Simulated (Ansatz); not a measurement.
Runs of Ansatz 0.2.0 on WS. Symmetry: Pm-3m, No. 221, cubic system. Conventional cell: a = 3.008 Å, b = 3.008 Å, c = 3.008 Å, α = 90.00°, β = 90.00°, γ = 90.00°. Around W (site symmetry m-3m) lie 8 S at 2.60 Å. Around S (site symmetry m-3m) lie 8 W at 2.60 Å. The cell was built by a generator and needn't be a form met in nature.

| task | level | cell | cutoff (eV) | gap on the mesh (eV) | pressure (GPa) | relaxed volume (Å³/atom) |
| --- | --- | --- | --- | --- | --- | --- |
| single point | r2SCAN0 | as given | 500 | none | -9.9 | - |
| relaxation of cell and atoms | HSEsol | relaxed | 420 | none | 0.0 | 12.96 |
| relaxation of cell and atoms | B3LYP | relaxed | 420 | none | 0.0 | (a) |
| single point | r2SCANh | as given | 500 | none | -5.7 | - |

Alike in all rows: potentials or basis Ansatz PAW; no spin polarisation; k mesh 5 × 5 × 5; smearing fermi-dirac 0.05 eV; the mesh is coarse, so values aren't converged.

**Question.** Fill in the values left out.

**Answer.** (a) 13.89.

Caveats: all runs use coarse meshes; the PAW data sets come from PBE, with cores solved anew for the run's functional, which leaves a small shift of forces and pressure; the thresholds are loose for stress (some runs); the plane-wave basis is chosen anew once the cell has moved, so the energies of steps on either side of that aren't comparable (some runs).

A k mesh can miss the band edges, and the runs leave out spin-orbit coupling on W.

A gap of «none» marks a metal or a gap under the smearing width.
